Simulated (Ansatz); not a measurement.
# C2H5IO: the cost of one run

The runs use Ansatz 0.2.0, Gaussian basis; the settings change from run to run.

### Step 1. The geometry

The structure was relaxed beforehand with PBE0-D4 in a triple-zeta def2 set. I takes a core potential in def2 sets; no spin-orbit term is included.

SMILES `COCI`, 9 atoms, charge 0, spin multiplicity 1.

Atoms are counted from 1 here; the program's logs count them from 0.

Bond lengths: C1–O2 1.411 Å, C1–H5 1.096 Å, C1–H6 1.088 Å, C1–H7 1.095 Å, O2–C3 1.354 Å, C3–I4 2.211 Å, C3–H8 1.085 Å, C3–H9 1.092 Å. Angles: O2–C1–H5 110.9°, O2–C1–H6 106.9°, O2–C1–H7 110.4°, H5–C1–H6 109.7°, H5–C1–H7 109.2°, H6–C1–H7 109.8°, C1–O2–C3 114.8°, O2–C3–I4 113.9°, O2–C3–H8 109.4°, O2–C3–H9 114.0°, I4–C3–H8 103.6°, I4–C3–H9 102.8°, H8–C3–H9 112.6°.

### Step 2. PBE-QIDH/def2-TZVPP

Options: atoms shaken by 0.15 Å, the search for lower states set to light.

The input, in.yaml:

```yaml
crystal:
  periodic: [false, false, false]
  atoms:
    - {symbol: C, position_ang: [0.348488, 0.538999, -1.150430]}
    - {symbol: O, position_ang: [0.576480, 0.605304, 0.413645]}
    - {symbol: C, position_ang: [0.268647, -0.804626, 0.894028]}
    - {symbol: I, position_ang: [-2.192358, -0.214272, 1.263267]}
    - {symbol: H, position_ang: [0.878505, -0.525678, -1.179961]}
    - {symbol: H, position_ang: [1.028260, 1.233775, -1.395747]}
    - {symbol: H, position_ang: [-0.764569, 0.897023, -1.432896]}
    - {symbol: H, position_ang: [0.478082, -0.315102, 1.822080]}
    - {symbol: H, position_ang: [0.206736, -1.590927, 0.605356]}
basis:
  gaussian: {orbitals: def2-TZVPP}
hamiltonian: {xc: {name: PBE-QIDH}}
scf: {lower_state_search: light}
output: {forces: true}
```

The run is started by

```
$ ansatz run in.yaml --threads 4 --pin off --events-out ev --progress --plain --max-ram 10444MiB
```

**Question.** How long does this run take on 4 threads of Arm Neoverse V1, shared host, and how much memory does it need?

About 14 s, with a peak of 0.71 GiB.
